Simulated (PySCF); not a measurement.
# How the numerical set-up moves the result for BeC (triplet)

Aim: see how much the energy and properties of BeC (triplet) depend on the numerical set-up.

Program: PySCF 2.14.0. Level of theory: method and basis as typed in the scripts. These are calculated values, not measurements.

2 further runs of the same task are left out: 2 that didn't finish.

### 1 Where the work starts

BeC (triplet): 2 atoms, charge 0, spin multiplicity 3.

Bond lengths: Be1–C2 1.670 Å.

### 2 Base script

File input.py:

```python
from pyscf import gto, scf, mcscf, mrpt

mol = gto.M(
    atom='Be 0 0 0; C 0 0 1.67',
    basis='cc-pvtz-dk',
    charge=0,
    spin=2,
    verbose=4,
)
mf = scf.ROHF(mol)
mf = mf.sfx2c1e()
mf.kernel()
mc = mcscf.CASSCF(mf, 6, 4)
mc.kernel()
mc.analyze()
mrpt.NEVPT(mc).kernel()
mf.dip_moment()
print('orbital energies (hartree):', mf.mo_energy[..., max(0, mol.nelec[1]-3):mol.nelec[0]+3].round(4))
```

The run is started by

```sh
> OMP_NUM_THREADS=1 python input.py
```

The log of this run is left out.

Base result: E(SCF) = -52.286593 Eh, 11 cycles, E(CAS) − E(SCF) = -0.08880 Eh, NEVPT2 = -0.11823 Eh, μ = 4.34 D (of the SCF density).

The bond length is a typed value, not an optimised one. The triplet is typed in the script; nothing here shows that it is the ground state.

### 3 Cartesian functions on

Edit 1 changes Cartesian functions: off → on.

File input.py:

```python
from pyscf import gto, scf, mcscf, mrpt

mol = gto.M(
    atom='Be 0 0 0; C 0 0 1.67',
    basis='cc-pvtz-dk',
    charge=0,
    spin=2,
    cart=True,
    verbose=4,
)
mf = scf.ROHF(mol)
mf = mf.sfx2c1e()
mf.kernel()
mc = mcscf.CASSCF(mf, 6, 4)
mc.kernel()
mc.analyze()
mrpt.NEVPT(mc).kernel()
mf.dip_moment()
print('orbital energies (hartree):', mf.mo_energy[..., max(0, mol.nelec[1]-3):mol.nelec[0]+3].round(4))
```

The run is started by

```sh
> OMP_NUM_THREADS=1 python input.py
```

### 4 Pcseg-1 (X2C off)

Edit 2 changes basis set: cc-pvtz-dk → pcseg-1; spin-free X2C: on → off.

input.py: that of step 2 with these lines changed.

```diff
@@ -4,3 +4,3 @@
     atom='Be 0 0 0; C 0 0 1.67',
-    basis='cc-pvtz-dk',
+    basis='pcseg-1',
     charge=0,
@@ -10,3 +10,2 @@
 mf = scf.ROHF(mol)
-mf = mf.sfx2c1e()
 mf.kernel()
```

### 5 Density fitting def2-universal-jkfit

Edit 3 changes density fitting: none → def2-universal-jkfit.

input.py: that of step 2 with these lines changed.

```diff
@@ -11,2 +11,3 @@
 mf = mf.sfx2c1e()
+mf = mf.density_fit(auxbasis='def2-universal-jkfit')
 mf.kernel()
```

### 6 Lanl2dz (X2C off)

Edit 4 changes basis set: cc-pvtz-dk → lanl2dz; spin-free X2C: on → off.

input.py: that of step 2 with these lines changed.

```diff
@@ -4,3 +4,3 @@
     atom='Be 0 0 0; C 0 0 1.67',
-    basis='cc-pvtz-dk',
+    basis='lanl2dz',
     charge=0,
@@ -10,3 +10,2 @@
 mf = scf.ROHF(mol)
-mf = mf.sfx2c1e()
 mf.kernel()
```

Before running it: what results should come out? Wanted: for each run, E(SCF); from base; SCF dipole; after the SCF.

As calculated:

```
                                 run  E(SCF) (hartree)  from base (eV)  cycles  SCF dipole (D)  functions                                                                 after the SCF
                                base        -52.286593               0      11            4.34         60  NEVPT2 correlation -5.633 eV (from the SCF energy, the CASSCF gain included)
              Cartesian functions on        -52.286894         -0.0082      11            4.37         70  NEVPT2 correlation -5.848 eV (from the SCF energy, the CASSCF gain included)
                   pcseg-1 (X2C off)        -52.231945  not comparable      11            4.53         23  NEVPT2 correlation -4.381 eV (from the SCF energy, the CASSCF gain included)
density fitting def2-universal-jkfit        -52.286551         +0.0011      11            4.34         60  NEVPT2 correlation -5.641 eV (from the SCF energy, the CASSCF gain included)
                   lanl2dz (X2C off)        -52.248821  not comparable      11            4.15         18  NEVPT2 correlation -3.552 eV (from the SCF energy, the CASSCF gain included)
```

What this shows: Of the runs whose energies can be compared, “Cartesian functions on” moves the SCF energy most (-0.008 eV).
